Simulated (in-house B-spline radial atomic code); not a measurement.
# Pd: excited configurations

Aim: the energies of several excited configurations of Pd above a reference configuration, each from its own self-consistent run.

The numbers are computed with in-house B-spline radial atomic code version 1 (scalar-relativistic (spin-free one-electron X2C) B3LYP, spin-polarised, spherical density, exact exchange averaged over the configuration, Fermi nucleus, basis-set limit), except any that are marked as measured or tabulated.

### Step 1. What is computed

```
element       : palladium (Z = 46)
charge        : 0
electrons     : 46
configuration : [Kr] 4d10
Hamiltonian   : scalar-relativistic (X2C)
nucleus       : Fermi, rms radius 4.532 fm
```

The outer shells:

[Kr] 4d10
```
[Kr] core
4d [↑↓][↑↓][↑↓][↑↓][↑↓]
```

Where spins are not typed, each open shell is filled with up spins first.

Settings, as recorded:

```ini
Z = 46
electrons = 46.0
configuration = [Kr] 4d10
hamiltonian = x2c
method = b3lyp
spin_polarised = True
nucleus = fermi
rms_radius = 4.5318
mass_number = 106
atomic_mass = 105.903480287
speed_of_light = 137.035999084
exact_exchange = averaged over the configuration
```

The reference is known from an earlier run: -5045.415832 hartree in all. Up to eight levels, counted from the top:

| orbital | occupation | energy (eV) | <r> (bohr) |
| --- | --- | --- | --- |
| 3d down | 5 | -332.36 | 0.3575 |
| 3d up | 5 | -332.36 | 0.3575 |
| 4s down | 1 | -89.379 | 0.9484 |
| 4s up | 1 | -89.379 | 0.9484 |
| 4p down | 3 | -54.283 | 1.046 |
| 4p up | 3 | -54.283 | 1.046 |
| 4d down | 5 | -5.263 | 1.584 |
| 4d up | 5 | -5.263 | 1.584 |

### Step 2. Run with [Ar] 3d10 4s2 4p5 4d10 5d1

Settings, as recorded:

```ini
Z = 46
electrons = 46.0
configuration = [Ar] 3d10 4s2 4p5 4d10 5d1
hamiltonian = x2c
method = b3lyp
spin_polarised = True
nucleus = fermi
rms_radius = 4.5318
mass_number = 106
atomic_mass = 105.903480287
speed_of_light = 137.035999084
exact_exchange = averaged over the configuration
```

Started as:

```console
python run_scf.py task.json out
```

The settings of every run stand in task.json; they run in order.

### Step 3. Configuration [Ar] 3d10 4s2 4p5 4d10 5s1

Changes to the settings of step 2:

```diff
@@ -2,3 +2,3 @@
 electrons = 46.0
-configuration = [Ar] 3d10 4s2 4p5 4d10 5d1
+configuration = [Ar] 3d10 4s2 4p5 4d10 5s1
 hamiltonian = x2c
```

### Step 4. Run with [Ar] 3d10 4s2 4p5 4d10 5f1

Changes to the settings of step 3:

```diff
@@ -2,3 +2,3 @@
 electrons = 46.0
-configuration = [Ar] 3d10 4s2 4p5 4d10 5s1
+configuration = [Ar] 3d10 4s2 4p5 4d10 5f1
 hamiltonian = x2c
```

### Step 5. [Kr] 4d9 5f1

Changes to the settings of step 4:

```diff
@@ -2,3 +2,3 @@
 electrons = 46.0
-configuration = [Ar] 3d10 4s2 4p5 4d10 5f1
+configuration = [Kr] 4d9 5f1
 hamiltonian = x2c
```

### Step 6. Run with [Kr] 4d9 5s1

Changes to the settings of step 5:

```diff
@@ -2,3 +2,3 @@
 electrons = 46.0
-configuration = [Kr] 4d9 5f1
+configuration = [Kr] 4d9 5s1
 hamiltonian = x2c
```

### Step 7. Run with [Kr] 4d9 5p1

Changes to the settings of step 6:

```diff
@@ -2,3 +2,3 @@
 electrons = 46.0
-configuration = [Kr] 4d9 5s1
+configuration = [Kr] 4d9 5p1
 hamiltonian = x2c
```

**Question.** How far above the reference does each configuration lie (order and size, in eV)?

**Answer**, as computed:

| net move | configuration | 2|M_S|+1 | energy above the reference (eV) | largest <r> (bohr) |
| --- | --- | --- | --- | --- |
| 4d → 5s | [Kr] 4d9 5s1 | 3 | 0.921 | 3.21 |
| 4d → 5p | [Kr] 4d9 5p1 | 3 | 4.686 | 4.69 |
| 4d → 5f | [Kr] 4d9 5f1 | 3 | 8.064 | 28.6 |
| 4p → 5s | [Ar] 3d10 4s2 4p5 4d10 5s1 | 3 | 50.131 | 3.20 |
| 4p → 5d | [Ar] 3d10 4s2 4p5 4d10 5d1 | 3 | 56.347 | 10.1 |
| 4p → 5f | [Ar] 3d10 4s2 4p5 4d10 5f1 | 3 | 57.288 | 28.6 |

**Reading.** At the bottom stands 4d → 5s (0.921 eV), at the top 4p → 5f (57.288 eV). 3 of them lie more than 60 % above minus the reference's highest level (5.263 eV), in the range where a state can decay by emitting an electron. The reference has 2|M_S|+1 = 1; 6 of the configurations differ from it in spin. These are spherical averages at the typed spins, not spectroscopic levels.
